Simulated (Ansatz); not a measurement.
# H4O4Zn: the cost of one run

All numbers are computed with the Python package of Ansatz 0.2.0. Level of theory: Hartree-Fock/def2-SVP.

### Step 1. The structure

Bond lengths: Zn1–O2 1.819 Å, Zn1–O3 1.819 Å, Zn1–O4 1.819 Å, Zn1–O5 1.819 Å, O2–H6 0.990 Å, O3–H7 0.990 Å, O4–H8 0.990 Å, O5–H9 0.990 Å. Angles: Zn1–O2–H6 104.6°, O2–Zn1–O3 109.5°, O2–Zn1–O4 109.5°, O2–Zn1–O5 109.5°, O3–Zn1–O4 109.5°, O3–Zn1–O5 109.4°, O4–Zn1–O5 109.5°, Zn1–O3–H7 104.5°, Zn1–O4–H8 104.6°, Zn1–O5–H9 104.6°.

The script reads h4o4zn.xyz:

```xyz
9

Zn    0.08080    0.12800    0.12100
O     0.41110   -1.27240   -0.99260
O    -1.18530   -0.34840    1.33740
O    -0.51410    1.54740   -0.84870
O     1.61200    0.58640    0.98890
H    -0.47690   -1.51580   -1.35680
H    -0.82770   -1.16940    1.76010
H    -1.34770    1.22570   -1.27550
H     2.24780    0.81850    0.26610
```

### Step 2. The code

freq_h4o4zn.py

```python
"""Vibrations and zero-point energy of H4O4Zn(2-)."""

import ansatz as az
import numpy as np

BASIS = "def2-SVP"
FUNCTIONAL = "hf"
CHARGE = -2


def main() -> None:
    system = az.Crystal.molecule_from_extxyz("h4o4zn.xyz")

    setup = system.calculation().basis(gaussian=BASIS).functional(FUNCTIONAL).charge(CHARGE).accuracy("medium")
    symbols = [site.symbol for site in system.cartesian_sites]
    start = np.array([site.position_ang for site in system.cartesian_sites], dtype=float)
    data = setup.relax(force_tolerance=0.003, max_steps=100).run(threads=1, backend="cpu").report
    end = np.array(data["positions_ang"])

    print("final positions (A) and the move of each atom")
    for symbol, xyz, old in zip(symbols, end, start):
        print(f"{symbol:2s} {xyz[0]:10.5f} {xyz[1]:10.5f} {xyz[2]:10.5f}   {np.linalg.norm(xyz - old):7.4f}")

    # frequencies need a stationary point, so they are taken at the relaxed geometry
    minimum = az.Crystal.molecule()
    for symbol, place in zip(symbols, end):
        minimum = minimum.atom(symbol, place.tolist())
    vibrating = (
        minimum.calculation()
        .basis(gaussian=BASIS)  # the orbital basis, by name
        .functional(FUNCTIONAL)
        .charge(CHARGE)  # electrons removed from the neutral system
        .accuracy("medium")  # preset for grids and thresholds
        .phonons(temperatures=(298.15, 498.15, 100))
    )
    vib = vibrating.run(threads=1, backend="cpu").report["vibrations"]
    sums = vib["harmonic_sums"]
    modes = [m["omega_inv_cm"] for m in sums["modes_at_gamma"] if m["rigid_motion"] == "no"]
    print("frequencies (1/cm):", " ".join(f"{w:.0f}" for w in modes))
    print("imaginary modes:", sum(w < 0 for w in modes), " zero-point energy:", round(sums["zero_point_energy_ev"], 4), "eV")
    print("T (K)   F_vib (eV)   S_vib (meV/K)   C_vib (meV/K)")
    for row in zip(sums["temperatures_k"], sums["vibrational_free_energy_ev"], vib["entropy_ev_per_k"], vib["heat_capacity_ev_per_k"]):
        print(f"{row[0]:6.1f} {row[1]:11.4f} {1000 * row[2]:13.4f} {1000 * row[3]:15.4f}")

    # all hydrogen replaced by deuterium
    heavier = vibrating.phonons(masses={"H": 2.014102}).run(threads=1, backend="cpu").report["vibrations"]["harmonic_sums"]
    print("deuterated (1/cm):", " ".join(f"{m['omega_inv_cm']:.0f}" for m in heavier["modes_at_gamma"] if m["rigid_motion"] == "no"))
    print("zero-point energy falls by", round(sums["zero_point_energy_ev"] - heavier["zero_point_energy_ev"], 4), "eV")


if __name__ == "__main__":
    main()
```

### Step 3. The input behind the calls

The engine receives this input (first run):

```yaml
crystal:
  periodic: [false, false, false]
  atoms:
    - { symbol: Zn, position_ang: [0.0808, 0.128, 0.121] }
    - { symbol: O, position_ang: [0.4111, -1.2724, -0.9926] }
    - { symbol: O, position_ang: [-1.1853, -0.3484, 1.3374] }
    - { symbol: O, position_ang: [-0.5141, 1.5474, -0.8487] }
    - { symbol: O, position_ang: [1.612, 0.5864, 0.9889] }
    - { symbol: H, position_ang: [-0.4769, -1.5158, -1.3568] }
    - { symbol: H, position_ang: [-0.8277, -1.1694, 1.7601] }
    - { symbol: H, position_ang: [-1.3477, 1.2257, -1.2755] }
    - { symbol: H, position_ang: [2.2478, 0.8185, 0.2661] }
accuracy: medium
basis:
  gaussian:
    orbitals: def2-SVP
hamiltonian:
  xc: hf
total_charge: -2.0
relax:
  f_tol: 0.003
  max_steps: 100
```

### Step 4. Launch

Launch:

```bash
$ python freq_h4o4zn.py
```

What time and memory should one allow on 1 thread of Arm Neoverse V1, shared host?

About 6.5 min, with a peak of 0.32 GiB.
